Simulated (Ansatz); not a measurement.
# C4H4F6O: up Jacob's ladder to CCSD(T)

One table from this session's results is given with a row withheld; the runs are named, their logs left out.

Program: Ansatz 0.2.0, Gaussian basis. Level of theory: functionals in def2-TZVPP, the program's frozen cores in correlated methods. These are calculated values, not measurements.

Plan: LDA (SPW92), PBE-D4, revPBE-D4, BLYP-D4, r2SCAN-D4, B97M-V, PBE0-D4, B3LYP-D4, r2SCANh-D4, r2SCAN0-D4, HSE06-D4, BHLYP-D4, CAM-B3LYP-D4, LC-ωPBE, ωB97X-V, ωB97M-V, B2PLYP, PBE-QIDH; CCSD(T)/def2-SVP; CCSD(T)/def2-TZVPP; MP2/def2-QZVPP; extrapolation to the limit; RPA on PBE.

## Structure used throughout

The geometry comes from an earlier relaxation with PBE0-D4 in a triple-zeta def2 set; it is a stationary point, not always the lowest conformer.

SMILES `FC(F)O[C@@H](F)[C@H](F)C(F)F`, 15 atoms, charge 0, spin multiplicity 1.

Atoms are counted from 1 here; the program's logs count them from 0.

Bond lengths: F1–C2 1.349 Å, C2–F3 1.330 Å, C2–O4 1.374 Å, C2–H12 1.094 Å, O4–C5 1.387 Å, C5–F6 1.368 Å, C5–C7 1.516 Å, C5–H13 1.094 Å, C7–F8 1.365 Å, C7–C9 1.518 Å, C7–H14 1.095 Å, C9–F10 1.353 Å, C9–F11 1.349 Å, C9–H15 1.093 Å. Angles: F1–C2–F3 108.2°, F1–C2–O4 110.0°, F1–C2–H12 108.7°, F3–C2–O4 106.4°, F3–C2–H12 110.3°, O4–C2–H12 113.0°, C2–O4–C5 115.5°, O4–C5–F6 109.7°, O4–C5–C7 107.0°, O4–C5–H13 112.2°, F6–C5–C7 108.9°, F6–C5–H13 107.5°, C7–C5–H13 111.5°, C5–C7–F8 108.2°, C5–C7–C9 112.0°, C5–C7–H14 109.0°, F8–C7–C9 109.6°, F8–C7–H14 109.2° and more.

Set-up of the first run:

The input, in.yaml:

```yaml
crystal:
  periodic: [false, false, false]
  atoms:
    - {symbol: F, position_ang: [-0.508247, -0.735460, -2.527670]}
    - {symbol: C, position_ang: [-0.511637, 0.556099, -2.138857]}
    - {symbol: F, position_ang: [-1.667016, 1.099738, -2.511236]}
    - {symbol: O, position_ang: [-0.468642, 0.635238, -0.767662]}
    - {symbol: C, position_ang: [0.736573, 0.270860, -0.186927]}
    - {symbol: F, position_ang: [1.666741, 1.251314, -0.401540]}
    - {symbol: C, position_ang: [0.490091, 0.144986, 1.303711]}
    - {symbol: F, position_ang: [1.663315, -0.218192, 1.899989]}
    - {symbol: C, position_ang: [-0.580577, -0.884918, 1.617768]}
    - {symbol: F, position_ang: [-0.205537, -2.097480, 1.147894]}
    - {symbol: F, position_ang: [-0.724233, -0.983407, 2.955406]}
    - {symbol: H, position_ang: [0.323402, 1.069932, -2.623474]}
    - {symbol: H, position_ang: [1.134214, -0.657414, -0.608183]}
    - {symbol: H, position_ang: [0.173398, 1.117130, 1.696275]}
    - {symbol: H, position_ang: [-1.543545, -0.619127, 1.173805]}
basis:
  gaussian: {orbitals: def2-TZVPP}
hamiltonian: {xc: lda}
output: {orbitals: {seedname: orbitals}}
```

Launch:

```console
$ ansatz run in.yaml --threads 4 --pin off --events-out ev --progress --plain --max-ram 66560MiB --backend cuda --devices 0, --max-vram 37GiB
```

Steps of the session up to this table: LDA; PBE-D4 (GGA); revPBE-D4 (GGA); BLYP-D4 (GGA); r2SCAN-D4 (meta-GGA); B97M-V (meta-GGA); PBE0-D4 (hybrid); B3LYP-D4 (hybrid); r2SCANh-D4 (hybrid); r2SCAN0-D4 (hybrid); HSE06-D4 (hybrid); BHLYP-D4 (hybrid); CAM-B3LYP-D4 (range-separated); LC-ωPBE (range-separated); ωB97X-V (range-separated); ωB97M-V (range-separated); B2PLYP (double hybrid); PBE-QIDH (double hybrid).

One table of the session follows, with a row left open; its other results are not shown here.

It belongs to the step «Orbital energies across the functionals». 

| functional | HOMO (eV) | LUMO (eV) | gap (eV) |
| --- | --- | --- | --- |
| LDA (SPW92) | -8.30 | -0.38 | 7.92 |
| PBE-D4 | -8.09 | -0.04 | 8.06 |
| revPBE-D4 | -8.01 | 0.10 | 8.11 |
| BLYP-D4 | -8.07 | 0.05 | 8.12 |
| r2SCAN-D4 | -8.50 | 0.38 | 8.88 |
| B97M-V | -8.68 | 0.34 | 9.02 |
| PBE0-D4 | -9.89 | 1.10 | 10.99 |
| B3LYP-D4 | -9.69 | 0.76 | 10.45 |
| r2SCANh-D4 | -9.17 | 0.79 | 9.96 |
| r2SCAN0-D4 | -10.17 | 1.38 | 11.55 |
| HSE06-D4 | -9.48 | 0.71 | 10.19 |
| BHLYP-D4 | -11.69 | 1.95 | 13.65 |
| CAM-B3LYP-D4 | -11.46 | 2.05 | 13.51 |
| LC-ωPBE | -12.70 | 3.40 | 16.10 |
| ωB97X-V | -12.39 | 3.24 | 15.63 |
| ωB97M-V | ? | ? | ? |

**Question.** Estimate the row for ωB97M-V.

**Answer.** HOMO (eV): -12.31; LUMO (eV): 2.83; gap (eV): 15.14. In the column «HOMO (eV)» it lies between ωB97X-V (-12.39) and BHLYP-D4 (-11.69).
